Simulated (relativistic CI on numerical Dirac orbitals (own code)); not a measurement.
# Cl²⁺: one ion under different settings

Aim: see what numerical and physical settings do to the SCF, the total energy and the lowest levels of Cl²⁺.

The numbers are computed with relativistic CI on numerical Dirac orbitals (own code) version 3 (Dirac-Coulomb-Breit CI, KLI orbitals optimised for each configuration, model QED (radiative potential, 1s self-energy scaled to tabulated hydrogen-like ionisation energies), numerical settings as typed), except any that are marked as measured or tabulated.

### 1 What is computed

- ion: Cl²⁺ (Cl III)
- nuclear charge: 17
- electrons: 15
- isotope: A = 35

### 2 Usual settings

The run's settings:

```ini
atom Cl  Z=17  charge=2  electrons=15
nucleus A=35  rms_radius_fm=3.3654
hamiltonian dirac-coulomb  breit=on  qed=on  c_scale=1
orbitals kli  potential=per-configuration
slater_scale 1
correlation none
mixing on
grid step=0.0125 r_max=34.3
scf mixing=0.4 start=green max_iterations=150 tolerance=2e-08 node_fill=0.05
configurations
  [Ne] 3s2 3p3
  [Ne] 3s 3p4
  [Ne] 3s2 3p2 3d
end
```

Launch:

```sh
python run_levels.py task.json out
```

The settings of every run stand in task.json; they run in order.

### 3 Grid step 0.04

Settings: those of step 2 with these lines changed.

```diff
@@ -7,3 +7,3 @@
 mixing on
-grid step=0.0125 r_max=34.3
+grid step=0.04 r_max=34.3
 scf mixing=0.4 start=green max_iterations=150 tolerance=2e-08 node_fill=0.05
```

### 4 Tolerance 1e-10

Settings: those of step 3 with these lines changed.

```diff
@@ -7,4 +7,4 @@
 mixing on
-grid step=0.04 r_max=34.3
-scf mixing=0.4 start=green max_iterations=150 tolerance=2e-08 node_fill=0.05
+grid step=0.0125 r_max=34.3
+scf mixing=0.4 start=green max_iterations=150 tolerance=1e-10 node_fill=0.05
 configurations
```

### 5 Node fill 0.5, tolerance 1e-05, nuclear radius 3.7019

The run's settings:

```ini
atom Cl  Z=17  charge=2  electrons=15
nucleus A=35  rms_radius_fm=3.7019
hamiltonian dirac-coulomb  breit=on  qed=on  c_scale=1
orbitals kli  potential=per-configuration
slater_scale 1
correlation none
mixing on
grid step=0.0125 r_max=34.3
scf mixing=0.4 start=green max_iterations=150 tolerance=1e-05 node_fill=0.5
configurations
  [Ne] 3s2 3p3
  [Ne] 3s 3p4
  [Ne] 3s2 3p2 3d
end
```

### 6 Speed-of-light factor 0.4

The run's settings:

```ini
atom Cl  Z=17  charge=2  electrons=15
nucleus A=35  rms_radius_fm=3.3654
hamiltonian dirac-coulomb  breit=on  qed=on  c_scale=0.4
orbitals kli  potential=per-configuration
slater_scale 1
correlation none
mixing on
grid step=0.0125 r_max=34.3
scf mixing=0.4 start=green max_iterations=77 tolerance=2e-08 node_fill=0.05
configurations
  [Ne] 3s2 3p3
  [Ne] 3s 3p4
  [Ne] 3s2 3p2 3d
end
```

### 7 Nuclear radius 33.654

The run's settings:

```ini
atom Cl  Z=17  charge=2  electrons=15
nucleus A=35  rms_radius_fm=33.6540
hamiltonian dirac-coulomb  breit=on  qed=on  c_scale=1
orbitals kli  potential=per-configuration
slater_scale 1
correlation none
mixing on
grid step=0.0125 r_max=34.3
scf mixing=0.4 start=green max_iterations=88 tolerance=2e-08 node_fill=0.05
configurations
  [Ne] 3s2 3p3
  [Ne] 3s 3p4
  [Ne] 3s2 3p2 3d
end
```

(Steps that only read results are left out.)

What does the calculation give? Wanted: lowest level, usual settings; total energy; first excitation.

As calculated:

| setting | total energy less usual (Ha) | largest shift of a level among the lowest eight of both runs, same label and place (cm⁻¹) | SCF iterations | time | lowest level | kind of change |
| --- | --- | --- | --- | --- | --- | --- |
| usual | 0 | 0 | 30 | 0.095 s | 3p3 4S°3/2 | - |
| grid step 0.04 | 0.000119 | 0.0382 | 31 | 0.042 s | 3p3 4S°3/2 | numerical |
| tolerance 1e-10 | 0 | 0 | 37 | 0.095 s | 3p3 4S°3/2 | numerical |
| node fill 0.5, tolerance 1e-05, nuclear radius 3.7019 | 0.0113 | 514 | 24 | 0.084 s | 3p3 4S°3/2 | unphysical constant |
| speed-of-light factor 0.4 | -7.42 | 11100 | 31 | 0.091 s | 3p3 4S°3/2 | unsound |
| nuclear radius 33.654 | 0.0483 | 35.9 | 30 | 0.089 s | 3p3 4S°3/2 | unsound |

| quantity | value |
| --- | --- |
| lowest level, usual settings | 3p3 4S°3/2 |
| total energy | -459.4975 Ha |
| first excitation | 22415 cm⁻¹ |

**Reading.** Among the runs whose levels can be followed, they move most under «speed-of-light factor 0.4» (unsound), by up to 11100 cm⁻¹. No visible change in the result comes from «tolerance 1e-10». Only the listed configurations are in the model. Near neutrality, missing correlation can shift configurations against each other by thousands of cm⁻¹.
